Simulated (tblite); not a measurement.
# C7H11GeNO: the cost of one run

Programs: tblite 0.8.0 and PySCF 2.14.0, with density-fitted response routines of our own. Each step states its level of theory. These are calculated values for one molecule in the gas phase, unless marked as measured. Atoms are numbered from 0 throughout.

## (1) Starting geometry

21 atoms, charge 0, multiplicity 1; geometry from: force field or distance geometry start.

Bonds of the start (Å): C0–C1 1.51, C1–O2 1.24, C1–C3 1.48, C3–C4 1.34, C4–Ge5 1.94, Ge5–C6 1.94, Ge5–C7 1.95, C7–C8 1.46, C8–N9 1.16, C0–H10 1.11, C0–H11 1.10, C0–H12 1.11, C3–H13 1.09, C4–H14 1.07, Ge5–H15 1.54, C6–H16 1.10, C6–H17 1.10, C6–H18 1.12, C7–H19 1.11, C7–H20 1.12.

## (2) Geometry optimisation with GFN2-xTB

The job: settings as JSON, then the geometry in Å.

```
{"job": {"kind": "relax", "xc": "GFN2-xTB", "basis": "xTB"}, "charge": 0, "multiplicity": 1}
C      3.477300     0.728000     0.049400
C      2.086000     0.376500    -0.414100
O      1.494200     1.145100    -1.185800
C      1.508500    -0.918600    -0.007100
C      0.223200    -1.289100    -0.110100
Ge    -1.216000    -0.165200    -0.757700
C     -2.853400    -1.200300    -0.798800
C     -1.444500     1.358300     0.444700
C     -1.695400     0.870800     1.801500
N     -1.901600     0.493100     2.880000
H      3.590200     0.476900     1.122900
H      4.211100     0.163300    -0.545300
H      3.643500     1.820600    -0.069800
H      2.189700    -1.649600     0.439900
H     -0.061400    -2.273100     0.205800
H     -0.910700     0.332200    -2.179500
H     -2.728300    -2.061200    -1.479800
H     -3.688300    -0.568100    -1.149800
H     -3.081700    -1.571500     0.231300
H     -0.532800     1.984600     0.441100
H     -2.318600     1.964300     0.101700
```

Run with:

```sh
$ OMP_NUM_THREADS=1 python probes_run.py task.json out
```

The driver reads the jobs from task.json and runs them one after another.

**Question.** How long does this first job take on 1 thread of Arm Neoverse V2, shared host?

About 1 s.
